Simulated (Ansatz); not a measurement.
# NaF with a defect (Rb on a Na site): a single-point run

Aim: the field gradients at the nuclei of NaF with a defect (Rb on a Na site), from a sound single-point run.

Program: Ansatz 0.2.0. Level of theory: DFT, PBE, plane-wave PAW, default files, scalar-relativistic. These are calculated values, not measurements.

**1. Starting point**

It takes space group Fm-3m (No. 225, cubic). The conventional cell has a = 13.715 Å, b = 13.715 Å, c = 13.715 Å, α = 90.00°, β = 90.00°, γ = 90.00°. Rb (site symmetry m-3m) is surrounded by 6 F at 2.29 Å. Na (site symmetry mm2) is surrounded by 6 F at 2.29 Å. Around Na (site symmetry 3m) lie 6 F at 2.29 Å. Na (site symmetry 4mm) is surrounded by 6 F at 2.29 Å. F (site symmetry 3m) has 6 Na at 2.29 Å as nearest neighbours. F (site symmetry 4mm) is surrounded by 5 Na at 2.29 Å and 1 Rb at 2.29 Å. F (site symmetry mm2) has 6 Na at 2.29 Å as nearest neighbours. Around F (site symmetry m-3m) lie 6 Na at 2.29 Å.

Structure file:

```
Rb Na F
1.0
     0.00000    6.85768    6.85768
     6.85768    0.00000    6.85768
     6.85768    6.85768    0.00000
Rb Na F
1 26 27
Direct
  0.00000 0.00000 0.00000
  0.00000 0.00000 0.33333
  0.00000 0.00000 0.66667
  0.00000 0.33333 0.00000
  0.00000 0.33333 0.33333
  0.00000 0.33333 0.66667
  0.00000 0.66667 0.00000
  0.00000 0.66667 0.33333
  0.00000 0.66667 0.66667
  0.33333 0.00000 0.00000
  0.33333 0.00000 0.33333
  0.33333 0.00000 0.66667
  0.33333 0.33333 0.00000
  0.33333 0.33333 0.33333
  0.33333 0.33333 0.66667
  0.33333 0.66667 0.00000
  0.33333 0.66667 0.33333
  0.33333 0.66667 0.66667
  0.66667 0.00000 0.00000
  0.66667 0.00000 0.33333
  0.66667 0.00000 0.66667
  0.66667 0.33333 0.00000
  0.66667 0.33333 0.33333
  0.66667 0.33333 0.66667
  0.66667 0.66667 0.00000
  0.66667 0.66667 0.33333
  0.66667 0.66667 0.66667
  0.16667 0.16667 0.16667
  0.16667 0.16667 0.50000
  0.16667 0.16667 0.83333
  0.16667 0.50000 0.16667
  0.16667 0.50000 0.50000
  0.16667 0.50000 0.83333
  0.16667 0.83333 0.16667
  0.16667 0.83333 0.50000
  0.16667 0.83333 0.83333
  0.50000 0.16667 0.16667
  0.50000 0.16667 0.50000
  0.50000 0.16667 0.83333
  0.50000 0.50000 0.16667
  0.50000 0.50000 0.50000
  0.50000 0.50000 0.83333
  0.50000 0.83333 0.16667
  0.50000 0.83333 0.50000
  0.50000 0.83333 0.83333
  0.83333 0.16667 0.16667
  0.83333 0.16667 0.50000
  0.83333 0.16667 0.83333
  0.83333 0.50000 0.16667
  0.83333 0.50000 0.50000
  0.83333 0.50000 0.83333
  0.83333 0.83333 0.16667
  0.83333 0.83333 0.50000
  0.83333 0.83333 0.83333
```

**2. Input and run**

File input.yaml:

```yaml
crystal:
  lattice:
    - [0.0, 6.8576829951, 6.8576829951]
    - [6.8576829951, 0.0, 6.8576829951]
    - [6.8576829951, 6.8576829951, 0.0]
  atoms:
    - { symbol: Rb, position: [0.0, 0.0, 0.0] }
    - { symbol: Na, position: [0.0, 0.0, 0.3333333333] }
    - { symbol: Na, position: [0.0, 0.0, 0.6666666667] }
    - { symbol: Na, position: [0.0, 0.3333333333, 0.0] }
    - { symbol: Na, position: [0.0, 0.3333333333, 0.3333333333] }
    - { symbol: Na, position: [0.0, 0.3333333333, 0.6666666667] }
    - { symbol: Na, position: [0.0, 0.6666666667, 0.0] }
    - { symbol: Na, position: [0.0, 0.6666666667, 0.3333333333] }
    - { symbol: Na, position: [0.0, 0.6666666667, 0.6666666667] }
    - { symbol: Na, position: [0.3333333333, 0.0, 0.0] }
    - { symbol: Na, position: [0.3333333333, 0.0, 0.3333333333] }
    - { symbol: Na, position: [0.3333333333, 0.0, 0.6666666667] }
    - { symbol: Na, position: [0.3333333333, 0.3333333333, 0.0] }
    - { symbol: Na, position: [0.3333333333, 0.3333333333, 0.3333333333] }
    - { symbol: Na, position: [0.3333333333, 0.3333333333, 0.6666666667] }
    - { symbol: Na, position: [0.3333333333, 0.6666666667, 0.0] }
    - { symbol: Na, position: [0.3333333333, 0.6666666667, 0.3333333333] }
    - { symbol: Na, position: [0.3333333333, 0.6666666667, 0.6666666667] }
    - { symbol: Na, position: [0.6666666667, 0.0, 0.0] }
    - { symbol: Na, position: [0.6666666667, 0.0, 0.3333333333] }
    - { symbol: Na, position: [0.6666666667, 0.0, 0.6666666667] }
    - { symbol: Na, position: [0.6666666667, 0.3333333333, 0.0] }
    - { symbol: Na, position: [0.6666666667, 0.3333333333, 0.3333333333] }
    - { symbol: Na, position: [0.6666666667, 0.3333333333, 0.6666666667] }
    - { symbol: Na, position: [0.6666666667, 0.6666666667, 0.0] }
    - { symbol: Na, position: [0.6666666667, 0.6666666667, 0.3333333333] }
    - { symbol: Na, position: [0.6666666667, 0.6666666667, 0.6666666667] }
    - { symbol: F, position: [0.1666666667, 0.1666666667, 0.1666666667] }
    - { symbol: F, position: [0.1666666667, 0.1666666667, 0.5] }
    - { symbol: F, position: [0.1666666667, 0.1666666667, 0.8333333333] }
    - { symbol: F, position: [0.1666666667, 0.5, 0.1666666667] }
    - { symbol: F, position: [0.1666666667, 0.5, 0.5] }
    - { symbol: F, position: [0.1666666667, 0.5, 0.8333333333] }
    - { symbol: F, position: [0.1666666667, 0.8333333333, 0.1666666667] }
    - { symbol: F, position: [0.1666666667, 0.8333333333, 0.5] }
    - { symbol: F, position: [0.1666666667, 0.8333333333, 0.8333333333] }
    - { symbol: F, position: [0.5, 0.1666666667, 0.1666666667] }
    - { symbol: F, position: [0.5, 0.1666666667, 0.5] }
    - { symbol: F, position: [0.5, 0.1666666667, 0.8333333333] }
    - { symbol: F, position: [0.5, 0.5, 0.1666666667] }
    - { symbol: F, position: [0.5, 0.5, 0.5] }
    - { symbol: F, position: [0.5, 0.5, 0.8333333333] }
    - { symbol: F, position: [0.5, 0.8333333333, 0.1666666667] }
    - { symbol: F, position: [0.5, 0.8333333333, 0.5] }
    - { symbol: F, position: [0.5, 0.8333333333, 0.8333333333] }
    - { symbol: F, position: [0.8333333333, 0.1666666667, 0.1666666667] }
    - { symbol: F, position: [0.8333333333, 0.1666666667, 0.5] }
    - { symbol: F, position: [0.8333333333, 0.1666666667, 0.8333333333] }
    - { symbol: F, position: [0.8333333333, 0.5, 0.1666666667] }
    - { symbol: F, position: [0.8333333333, 0.5, 0.5] }
    - { symbol: F, position: [0.8333333333, 0.5, 0.8333333333] }
    - { symbol: F, position: [0.8333333333, 0.8333333333, 0.1666666667] }
    - { symbol: F, position: [0.8333333333, 0.8333333333, 0.5] }
    - { symbol: F, position: [0.8333333333, 0.8333333333, 0.8333333333] }
kpoints:
  mp_grid: { grid: [3, 3, 3] }
scf:
  occupations: { method: fermi_dirac, width: 0.01 }
  max_iter: 80
hamiltonian:
  xc: pbe
  pseudopotentials: { kind: paw }
output:
  forces: true
  stress: true
  populations: true
  efg:
    quadrupole_moments_barn: { Rb: 0.1335, Na: 0.104 }
    contact_densities: true
basis:
  ecutrho_ratio: 1
```

Launch:

```
> ansatz run input.yaml --threads 1 --pin off --max-ram 3072MiB --backend cpu --events-out ev --progress --plain --runs-dir out
```

Q: Will this input give a usable result? If not, why, and what should change?

The program finished normally, with warnings (cutoff below recommended, gradients without spin orbit). It gives a largest force of 2.5 eV/Å, which is large; a structure far from rest gives such values too, whatever the setting.

Look at the input: basis.ecutrho_ratio is 1. The density grid can't hold the products of the orbitals.

To check: delete basis.ecutrho_ratio (the default then holds).
